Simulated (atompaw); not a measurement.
**Pseudopotential generation for Sn: PAW (atompaw), PBEsol**

Task: generate the file, and judge it by its logarithmic derivatives, its ghosts and its cutoff.

Method: atompaw 4.2.0.5, PBEsol, scalar-relativistic.

## (1) The atom and the settings

Typed settings, in words:

| Item | Value |
| --- | --- |
| element | tin (Sn, Z = 50) |
| type | PAW |
| frozen core | [Kr] |
| valence charge | 14 |
| reference configuration | 4d10 5s2 5p2 |
| partial waves | 5s (bound): rc 2.35 bohr; 5s channel at 1.45 Ry: rc 2.35 bohr; 5p (bound): rc 2.30 bohr; 5p channel at 0.95 Ry: rc 2.35 bohr; 4d (bound): rc 2.35 bohr; 4d channel at 0.05 Ry: rc 2.35 bohr |
| local potential | troulliermartins scheme with l = 3 at 0 Ry, radius 1.70 bohr |
| core correction | smooth core density matched at 1.25 bohr |
| augmentation charge | besselshape compensation charge, radius 2.30 bohr; PAW radius 2.35 bohr; waves and projectors: custom rrkj gramschmidtortho |

## (2) The generation run

Sn.input reads:

```
Sn 50
GGA-PBESOL scalarrelativistic loggrid 1500 logderivrange -4 5 226
5 5 4 0 0 0
5 1 2
0 0 0
c
c
c
c
v
c
c
c
v
c
v
2
2.35 2.30 1.70 1.25
y
1.45
n
y
0.95
n
y
0.05
n
custom rrkj gramschmidtortho besselshape
3 0 troulliermartins
2.35
2.35
2.30
2.35
2.35
2.35
PWSCFOUT
UPFDX 0.0125d0 UPFXMIN -7.d0 UPFZMESH 50.d0
END
```

Launch:

```bash
atompaw < Sn.input > Sn.log
```

Q: Predict the outcome of this session. Wanted: cutoffs for 10 and 1 mRy, occupied levels; bound ghosts; largest phase difference near zero energy, channels read; lowest eigenvalue of the overlap; share of valence orbitals outside the PAW sphere; UPF file.

The runs gave:

| quantity | value |
| --- | --- |
| cutoffs for 10 and 1 mRy, occupied levels | 18 Ry and 35 Ry |
| bound ghosts | s at -995.92 eV, p at -184.16 eV |
| largest phase difference near zero energy, channels read | 0.003 rad |
| lowest eigenvalue of the overlap (Bessel basis) | 0.046 (s) |
| share of valence orbitals outside the PAW sphere | 5s 46 %, 5p 73 %, 4d 2 % |
| UPF file | written |

**Reading.** A bound ghost (s, p) makes it unfit for use: electrons would fall into a state below the valence levels of that channel. By its cutoff, 18 Ry for the looser tolerance, it is soft. The slowest level is 4d: taken alone it needs 18 Ry to come within 1 mRy, against 6 Ry or less for 5s. Near zero energy the phases of the channels with partial waves agree within 0.003 rad. All of this concerns the isolated atom, not yet a solid.
